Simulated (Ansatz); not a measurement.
**BH₆NSiZn: small, medium and large basis sets**

How large a basis does BH₆NSiZn need? Two functionals are run in growing sets.

Computed with Ansatz 0.2.0, Gaussian basis. Level: one geometry, several basis sets.

Levels to be run: PBE0-D4/def2-SVP; ωB97M-V/def2-SVP; PBE0-D4/def2-QZVPP; ωB97M-V/def2-QZVPP; the functionals' def2-TZVPP values are taken from earlier runs.

### Step 1. The geometry

An earlier PBE0-D4 in a triple-zeta def2 set relaxation fixed the geometry.

10 atoms, charge 0, spin multiplicity 1.

Atoms are counted from 1 here; the program's logs count them from 0.

Bond lengths: N1–B2 1.390 Å, N1–H5 1.006 Å, N1–H6 1.007 Å, B2–Si3 2.021 Å, B2–H10 1.200 Å, Si3–H7 1.490 Å, Si3–H8 1.494 Å, Si3–H9 1.496 Å. Angles: B2–N1–H5 123.7°, B2–N1–H6 123.0°, H5–N1–H6 113.3°, N1–B2–Si3 121.0°, N1–B2–H10 117.4°, Si3–B2–H10 121.4°, B2–Si3–H7 113.0°, B2–Si3–H8 112.4°, B2–Si3–H9 109.7°, H7–Si3–H8 107.7°, H7–Si3–H9 106.9°, H8–Si3–H9 106.7°.

### Step 2. PBE0-D4 in def2-SVP

in.yaml reads:

```yaml
crystal:
  periodic: [false, false, false]
  atoms:
    - {symbol: N, position_ang: [-1.075216, 1.223835, -0.382705]}
    - {symbol: B, position_ang: [0.171196, 0.760955, 0.022001]}
    - {symbol: Si, position_ang: [0.387328, -1.081901, 0.822447]}
    - {symbol: Zn, position_ang: [1.332573, -0.569691, -2.507712]}
    - {symbol: H, position_ang: [-1.909537, 0.660958, -0.376676]}
    - {symbol: H, position_ang: [-1.226250, 2.155220, -0.734328]}
    - {symbol: H, position_ang: [1.725365, -1.680354, 0.555576]}
    - {symbol: H, position_ang: [-0.645259, -2.042277, 0.329299]}
    - {symbol: H, position_ang: [0.232078, -1.008135, 2.308057]}
    - {symbol: H, position_ang: [1.091023, 1.530391, -0.033060]}
basis:
  gaussian: {orbitals: def2-SVP}
hamiltonian: {xc: pbe0, dispersion: d4}
output: {orbitals: {seedname: orbitals}}
```

The runs that follow: ωB97M-V in def2-SVP; PBE0-D4 in def2-QZVPP; ωB97M-V in def2-QZVPP.

**Question.** What will the summary of the whole plan be? Wanted: PBE0-D4: double and triple zeta above quadruple; ωB97M-V: double and triple zeta above quadruple.

The runs gave:

| quantity | value |
| --- | --- |
| PBE0-D4: double and triple zeta above quadruple | 13.91, 1.54 eV |
| ωB97M-V: double and triple zeta above quadruple | 14.00, 1.48 eV |

**Reading.** PBE0-D4 gains 12.37 eV from double to triple zeta, then 1.54 eV more. These are total energies; as a rule much of such shifts cancels in differences, which this series doesn't test. The LUMO of ωB97M-V is positive and keeps falling with the basis (0.94 to 0.44 eV): an unbound level that the basis holds in place.
